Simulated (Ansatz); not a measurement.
# GeHf: the cost of one run

Program: Ansatz 0.2.0, Gaussian basis. Level of theory: def2-TZVPP, core rule «outside noble gas», up to 18 orbitals frozen. These are calculated values, not measurements.

To be run: UHF; CCSD(T) on ROHF; CCSD(T) on UHF; CCSDT(Q) on ROHF; CCSDT(Q) on UHF.

9 further runs of the same task are left out: 6 for a known fault of the program, 3 set aside as unsound or not needed.

## Step 1: The geometry

The geometry is a PBE0/def2-TZVP stationary point (not a proven minimum). No spin-orbit coupling is included. Elements past krypton take def2 core potentials. The filled d shell of Ge may be among the frozen orbitals whatever the setting's name suggests; the logs give the count.

2 atoms, charge 1, spin multiplicity 6.

Atoms are counted from 1 here; the program's logs count them from 0.

Bond lengths: Hf1–Ge2 2.569 Å.

## Step 2: UHF

The input, in.yaml:

```yaml
crystal:
  periodic: [false, false, false]
  atoms:
    - {symbol: Hf, position_ang: [0.000000, 0.000000, 0.000000]}
    - {symbol: Ge, position_ang: [0.000000, 0.000000, 2.569000]}
basis:
  gaussian: {orbitals: def2-TZVPP}
total_charge: 1
magnetization: {spin_polarized: true, initial_magnetization: 5}
hamiltonian: {xc: hf}
output: {orbitals: {seedname: orbitals}}
```

Launch:

```bash
> ansatz run in.yaml --threads 1 --pin off --events-out ev --progress --plain --max-ram 2816MiB --backend cpu
```

Q: Estimate wall time and peak memory on 1 thread of AMD EPYC 7R13, shared host.

About 12 s, with a peak of 0.31 GiB.
